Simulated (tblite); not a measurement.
# Al13Br2: the cost of one run

Programs: tblite 0.8.0 and PySCF 2.14.0, with routines of our own; each step states its level. All values are computed. Atoms count from 0.

### 1 The system as given

15 atoms, charge -1, multiplicity 1; geometry from: force field, distance geometry or constructed start.

### 2 Relaxing the molecule with GFN1-xTB

What the job is given:

```
{"job": {"kind": "relax", "xc": "GFN1-xTB", "basis": "xTB"}, "charge": -1, "multiplicity": 1}
Al     0.004900     1.373200     2.223200
Al     1.371800     2.227400    -0.006900
Al     2.230000    -0.002300     1.376000
Al    -0.000700     1.379400    -2.231000
Al     1.374000    -2.226000     0.003400
Al    -2.228100    -0.000500     1.372400
Al     0.000100    -1.373300     2.221500
Al    -1.371600     2.227500     0.001500
Al     2.227500    -0.002100    -1.375400
Al    -0.002800    -1.375800    -2.223200
Al    -1.377100    -2.226000    -0.002100
Al    -2.227300    -0.002000    -1.375000
Al    -0.003400     0.000700     0.005000
Br     0.002200    -2.642600     4.272200
Br    -0.002200     2.647100    -4.274700
```

The run is started by

```console
> OMP_NUM_THREADS=2 python large_run.py task.json out
```

The driver reads the jobs from task.json and runs them one after another.

Q: Estimate the wall time and peak memory of this first job on 2 threads of Arm Neoverse V1, shared host.

About 5.7 s, with a peak of 0.16 GiB.
